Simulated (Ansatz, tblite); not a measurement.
# Ge9H16 off sphere (Ge9H16): a ladder of methods and basis sets

One table from this session's results is given with a row withheld; the runs are named, their logs left out.

Method: as each input shows; program: Ansatz 0.2.0, Gaussian basis.

The runs, in order: GFN1-xTB, GFN2-xTB, PBE-D4/def2-TZVP, r2SCAN-D4/def2-TZVP, PBE-D4/def2-SVP, PBE0-D4/def2-SVP.

1 further run of the same task is left out (set aside as unsound or not needed).

## The relaxed structure

The singlet was relaxed beforehand with r2SCAN-D4/def2-SVP.

25 atoms, charge 0, spin multiplicity 1.

Bond lengths: Ge1–Ge6 2.428 Å, Ge1–Ge7 2.426 Å, Ge1–H10 1.542 Å, Ge1–H11 1.542 Å, Ge2–Ge6 2.428 Å, Ge2–Ge8 2.426 Å, Ge2–H12 1.542 Å, Ge2–H13 1.542 Å, Ge3–Ge6 2.429 Å, Ge3–Ge9 2.429 Å, Ge3–H14 1.542 Å, Ge3–H15 1.542 Å, Ge4–Ge7 2.426 Å, Ge4–Ge9 2.428 Å, Ge4–H16 1.542 Å, Ge4–H17 1.542 Å, Ge5–Ge8 2.426 Å, Ge5–Ge9 2.428 Å and more. Angles: Ge6–Ge1–Ge7 112.8°, Ge6–Ge1–H10 110.0°, Ge6–Ge1–H11 108.2°, Ge7–Ge1–H10 109.8°, Ge7–Ge1–H11 108.4°, H10–Ge1–H11 107.6°, Ge6–Ge2–Ge8 112.8°, Ge6–Ge2–H12 110.0°, Ge6–Ge2–H13 108.2°, Ge8–Ge2–H12 109.7°, Ge8–Ge2–H13 108.3°, H12–Ge2–H13 107.6°, Ge6–Ge3–Ge9 109.3°, Ge6–Ge3–H14 109.9°, Ge6–Ge3–H15 109.9°, Ge9–Ge3–H14 109.9°, Ge9–Ge3–H15 109.9°, H14–Ge3–H15 107.9° and more.

Coordinates:

```
Ge    0.2404   -2.8467    0.0049
Ge    0.2351    0.0042   -2.8462
Ge   -2.5243   -0.0065   -0.0012
Ge    0.2326   -0.0049    2.8469
Ge    0.2268    2.8470   -0.0022
Ge   -1.1149   -1.4042   -1.4011
Ge    1.5696   -1.6101    1.6138
Ge    1.5607    1.6205   -1.6151
Ge   -1.1234    1.3972    1.4012
H     1.1610   -3.7206   -0.8701
H    -0.7029   -3.7903    0.7776
H     1.1580   -0.8691   -3.7194
H    -0.7115    0.7722   -3.7904
H    -3.4306   -0.8900    0.8793
H    -3.4326    0.8732   -0.8833
H    -0.7105   -0.7806    3.7883
H     1.1484    0.8728    3.7231
H    -0.7198    3.7896   -0.7721
H     1.1449    3.7217    0.8746
H    -2.0065   -2.2980   -2.2933
H     2.2094   -2.6014    2.6068
H     2.7108   -0.8788    0.8855
H     2.1888    2.6176   -2.6098
H     2.7106    0.8992   -0.8906
H    -2.0202    2.2862    2.2929
```

PBE0-D4/def2-TZVP was run before; its log isn't repeated, and its numbers join the tables.

The first run:

Tight binding, by tblite at 300 K electronic temperature and without a spin-polarisation term:

```python
tblite.interface.Calculator('GFN1-xTB', numbers, positions, charge=0, uhf=0).singlepoint()
```

Tight binding, by tblite at 300 K electronic temperature and without a spin-polarisation term:

```python
tblite.interface.Calculator('GFN2-xTB', numbers, positions, charge=0, uhf=0).singlepoint()
```

start.molden holds the orbitals of an earlier run on this state, given as this run's starting guess.

File in.yaml:

```yaml
crystal:
  periodic: [false, false, false]
  atoms:
    - {symbol: Ge, position_ang: [0.240372, -2.846684, 0.004879]}
    - {symbol: Ge, position_ang: [0.235116, 0.004239, -2.846199]}
    - {symbol: Ge, position_ang: [-2.524261, -0.006547, -0.001156]}
    - {symbol: Ge, position_ang: [0.232604, -0.004927, 2.846909]}
    - {symbol: Ge, position_ang: [0.226791, 2.846991, -0.002223]}
    - {symbol: Ge, position_ang: [-1.114894, -1.404219, -1.401139]}
    - {symbol: Ge, position_ang: [1.569620, -1.610113, 1.613800]}
    - {symbol: Ge, position_ang: [1.560713, 1.620510, -1.615118]}
    - {symbol: Ge, position_ang: [-1.123351, 1.397187, 1.401237]}
    - {symbol: H, position_ang: [1.160990, -3.720649, -0.870052]}
    - {symbol: H, position_ang: [-0.702906, -3.790330, 0.777558]}
    - {symbol: H, position_ang: [1.157990, -0.869051, -3.719410]}
    - {symbol: H, position_ang: [-0.711513, 0.772193, -3.790377]}
    - {symbol: H, position_ang: [-3.430583, -0.890008, 0.879319]}
    - {symbol: H, position_ang: [-3.432608, 0.873167, -0.883334]}
    - {symbol: H, position_ang: [-0.710489, -0.780583, 3.788304]}
    - {symbol: H, position_ang: [1.148445, 0.872828, 3.723055]}
    - {symbol: H, position_ang: [-0.719836, 3.789601, -0.772070]}
    - {symbol: H, position_ang: [1.144916, 3.721706, 0.874592]}
    - {symbol: H, position_ang: [-2.006480, -2.298019, -2.293318]}
    - {symbol: H, position_ang: [2.209383, -2.601395, 2.606784]}
    - {symbol: H, position_ang: [2.710793, -0.878790, 0.885545]}
    - {symbol: H, position_ang: [2.188847, 2.617575, -2.609817]}
    - {symbol: H, position_ang: [2.710592, 0.899156, -0.890623]}
    - {symbol: H, position_ang: [-2.020239, 2.286200, 2.292871]}
basis:
  gaussian: {orbitals: def2-TZVP, fitting: {mean_field: def2-universal-jkfit}, initial_orbitals: start.molden}
hamiltonian: {xc: pbe, dispersion: d4}
scf: {omitted_lower_state_checks: [starts]}
output: {orbitals: {seedname: orbitals}}
```

Started as:

```
$ ansatz run in.yaml --threads 2 --pin off --events-out ev --progress --plain --max-ram 32768MiB --backend cuda --devices 0, --max-vram 18GiB
```

Steps of the session up to this table: PBE-D4/def2-TZVP; r2SCAN-D4/def2-TZVP; PBE-D4/def2-SVP; PBE0-D4/def2-SVP.

One of the session's tables, all rows but one given; the rest of the session is left out.

It belongs to the step «Binding energy». 

| level | binding an atom (eV) |
| --- | --- |
| PBE-D4/def2-SVP | 2.783 |
| PBE-D4/def2-TZVP | ? |
| r2SCAN-D4/def2-TZVP | 2.834 |
| PBE0-D4/def2-SVP | 2.790 |
| PBE0-D4/def2-TZVP | 2.790 |

Estimate the missing values for PBE-D4/def2-TZVP.

As computed: binding an atom (eV): 2.785. In the column «binding an atom (eV)» it lies between PBE-D4/def2-SVP (2.783) and PBE0-D4/def2-SVP (2.790).

Limits of these values: Free atoms were run apart at each level; binding is atoms less cluster, divided by the number of atoms, without zero-point or spin-orbit terms.
